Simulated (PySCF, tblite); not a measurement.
**C5H10Al2Cl2O: geometry, infrared bands and NMR shifts**

Wanted: the infrared bands and NMR shifts of C5H10Al2Cl2O (`C=C[C@@H](CC=O)[AlH-]1[Cl+][AlH2-][Cl+]1`), by calculation.

Computed with tblite 0.8.0 and PySCF 2.14.0, with density-fitted response routines of our own, on a single molecule in the gas phase. Atoms count from 0, in the outputs and in this text.

### Step 1. The starting structure

20 atoms, charge 0, multiplicity 1; geometry from: force field or distance geometry start.

Bonds of the start (Å): C0–C1 1.33, C1–C2 1.49, C2–C3 1.50, C3–C4 1.47, C4–O5 1.22, C2–Al6 1.96, Al6–Cl7 2.23, Cl7–Al8 2.23, Al8–Cl9 2.22, Cl9–Al6 2.21, C0–H10 1.07, C0–H11 1.10, C1–H12 1.05, C2–H13 1.12, C3–H14 1.11, C3–H15 1.13, C4–H16 1.07, Al6–H17 1.58, Al8–H18 1.58, Al8–H19 1.57.

### Step 2. Optimising the geometry with GFN2-xTB

The job: settings as JSON, then the geometry in Å.

```
{"job": {"kind": "relax", "xc": "GFN2-xTB", "basis": "xTB"}, "charge": 0, "multiplicity": 1}
C     -1.996700    -1.641400     0.785000
C     -1.562200    -1.291700    -0.426700
C     -0.801600    -0.035900    -0.680400
C     -1.608400     1.083200    -0.080200
C     -1.006200     2.417000    -0.236600
O     -1.596500     3.380900     0.223600
Al     0.968000    -0.280600     0.116800
Cl     2.340700    -1.646500    -0.988100
Al     3.929700    -0.421100    -0.018100
Cl     2.495200     1.251900    -0.320600
H     -1.886500    -1.061800     1.674100
H     -2.544900    -2.595300     0.863000
H     -1.743200    -1.953400    -1.226100
H     -0.780800     0.130100    -1.790000
H     -2.627000     1.065500    -0.526800
H     -1.758700     0.864000     1.018800
H     -0.081100     2.573000    -0.758700
H      0.991200    -0.701800     1.643700
H      3.968600    -0.797900     1.520800
H      5.295200    -0.327500    -0.796600
```

Command:

```sh
> OMP_NUM_THREADS=1 python probes_run.py task.json out
```

This one command runs all jobs of the session in turn.

**Question.** This job is followed by: GFN2-xTB harmonic vibrations, gas phase; GIAO PBE0/pcSseg-1 NMR shielding, non-relativistic, gas phase. What will the session give for the following? strongest single infrared mode (GFN2-xTB); zero-point energy (GFN2-xTB); ¹³C shifts against TMS (PBE0/pcSseg-1); ¹H shifts against TMS (PBE0/pcSseg-1); ¹⁷O shifts against H2O (PBE0/pcSseg-1); ²⁷Al shifts against AlH4- (PBE0/pcSseg-1); ³⁵Cl shifts against HCl (PBE0/pcSseg-1).

The runs gave:

| quantity | value |
| --- | --- |
| strongest single infrared mode (GFN2-xTB) | 618 cm⁻¹, 575 km/mol |
| zero-point energy (GFN2-xTB) | 79.7 kcal/mol |
| ¹³C shifts against TMS (PBE0/pcSseg-1) | 198.2, 146.6, 117.2, 48.7, 27.2 ppm |
| ¹H shifts against TMS (PBE0/pcSseg-1) | 10.00, 6.63, 5.62, 5.37, 4.54, 4.50, 4.34, 2.77, 2.66, 2.19 ppm |
| ¹⁷O shifts against H2O (PBE0/pcSseg-1) | 653.1 ppm |
| ²⁷Al shifts against AlH4- (PBE0/pcSseg-1) | 74.7, 41.3 ppm |
| ³⁵Cl shifts against HCl (PBE0/pcSseg-1) | 47, 20 ppm |

**Reading.** The optimisation took 176 steps and gained 0.787 eV; among the close pairs (by a distance rule), C2–Al6 changed most, from 1.956 to 2.022 Å. The lowest mode is imaginary (29i cm⁻¹), so the xTB geometry is not a minimum. The strongest single mode, at 618 cm⁻¹, has its largest shares on H19, H18 and H17 (the list is cut at 3 atoms). GFN2-xTB is a fitted tight-binding method: band positions and strengths are rough. Its intensities can rank the bands wrongly. C4 (aldehyde carbonyl carbon) lies farthest downfield among carbon, at 198.2 ppm; low-lying n→π* states of the double bond to the heteroatom give a large paramagnetic term (-265 ppm). H16 (hydrogen on an aldehyde carbonyl carbon) lies farthest downfield among hydrogen, at 10.00 ppm; deshielded by the polar, anisotropic C=O bond. At PBE0/pcSseg-1: Shielding is most anisotropic at O5 (span 1142 ppm, paramagnetic term -709 ppm).
